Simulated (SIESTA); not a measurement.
Ba2Tl5V3O12:

```xyz
22
Lattice="6.4899 -6.6769 -0.0476 6.4899 6.6769 -0.0476 -1.9674 0.0000 5.7522" Properties=species:S:1:pos:R:3 pbc="T T T"
Ba    6.4899    0.2782   -0.0476
Ba    6.4899   -3.9079   -0.0476
V     9.8970    1.9304    1.4039
V     1.1155    1.9304    4.2530
V     5.5062   -0.9938    2.8285
Tl    7.5378    2.3899    3.6011
Tl    3.4747    2.3899    2.0558
Tl    5.5062    6.4755    2.8285
Tl    2.4016   -1.2210    1.2385
Tl    8.6109   -1.2210    4.4184
O     0.8627    1.7317    2.5341
O     6.4815    0.0639    3.8372
O     7.0413   -3.2392    4.8045
O     8.1926    1.8299    1.1215
O     6.5476   -1.8120    1.7511
O     0.1757    0.7388    5.0824
O     4.4649   -1.8120    3.9058
O    10.8367    0.7388    0.5745
O     3.9711   -3.2392    0.8524
O     2.8198    1.8299    4.5354
O    10.1497    1.7317    3.1228
O     4.5309    0.0639    1.8197
```

The cell was built by a generator and needn't be a form met in nature.

Base run:

```yaml
Program: SIESTA 5.4.2
Functional: PBE
Potentials_or_basis: PseudoDojo 0.4 standard (PBE files)
Basis: SZP (energy shift 0.003 Ry; d shell added on Ba)
Grid_cutoff: 800 Ry
Energy_shift: 0.003 Ry
k_mesh: 3 × 3 × 5
Occupations: fermi-dirac, width 0.05 eV
Spin: collinear spin, ferromagnetic start
Starting_moments: "[0.0, 0.0, 2.0, 2.0, 2.0, 0.0, 0.0, 0.0, 0.0, 0.0, 0.0, 0.0, 0.0, 0.0, 0.0, 0.0, 0.0, 0.0, 0.0, 0.0, 0.0, 0.0] μB"
```

Its results: band gap on the k mesh 2.70 eV, indirect (least direct gap 2.73 eV); pressure 1.4 GPa; net moment 0.00 μB per cell; largest force 0.504 eV/Å.

Question: The run is repeated on the same cell with these changes: basis from SZP (energy shift 0.003 Ry; d shell added on Ba) to DZP (energy shift 0.003 Ry; two zetas on semicore shells; d shell added on Ba). What comes out?

Answer: Band gap on the k mesh 2.83 eV, indirect (least direct gap 2.89 eV); pressure 1.1 GPa; net moment 0.00 μB per cell; largest force 0.363 eV/Å.

Caveats: this set's barium file shifts pressures by up to 1 GPa against other sets; spin-orbit coupling is left out, which as a rule narrows the gap of such compounds by several tenths of an eV; the basis of atomic orbitals isn't converged, which shifts pressures, moduli and gaps.
